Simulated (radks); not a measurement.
# Ar⁵⁺ in [Ne] 3p1 4p2: an all-electron calculation

Aim: the levels, the sizes of the orbitals and the parts of the energy of the argon ion Ar5+.

The numbers are computed with radks (a radial shooting solver on a logarithmic mesh, Libxc functionals) version 1 (non-relativistic Kohn-Sham, LDA (Slater exchange, Perdew-Wang correlation), spin-polarised, spherical densities, point nucleus; open shells are filled with parallel spins first), except any that are marked as measured or tabulated.

**1. The atom as given**

| Quantity | Value |
| --- | --- |
| element | argon (Z = 18) |
| charge | +5 |
| electrons | 13 |
| configuration | [Ne] 3p1 4p2 |

The outer shells:

Ar⁵⁺
```
[Ne] core
3p [↑ ][  ][  ]
4p [↑ ][↑ ][  ]
```

**2. The run**

The run's settings:

```text
Z 18
configuration [Ne] 3p1 4p2
relativity non-relativistic
functional lda,pw
spin polarised
nucleus point
```

The run is started by

```
$ python run_ks.py task.json out
```

All runs below come from this command, one after another.

Q: Predict the outcome of this run.

**Answer**, as computed:

| quantity | value |
| --- | --- |
| total energy | -513.16217 hartree |
| exchange-correlation share of it | 5.09 % |
| −T/E | 0.9985 |
| highest occupied level | 4p up, -43.430 eV |
| most extended occupied level | 4p up, <r> = 2.58 bohr |
| radius at density 0.001 e/bohr³ | 4.02 bohr |
| maxima of the radial density | 3 |

What this shows: The radial density shows 3 maxima for 4 occupied principal shells; where shells overlap, one shows as a shoulder or not at all. −T/E = 0.9985, near the virial value of 1. This is not the tabulated ground configuration, so its levels and sizes aren't those of the ground state, and no measured value stands beside it.
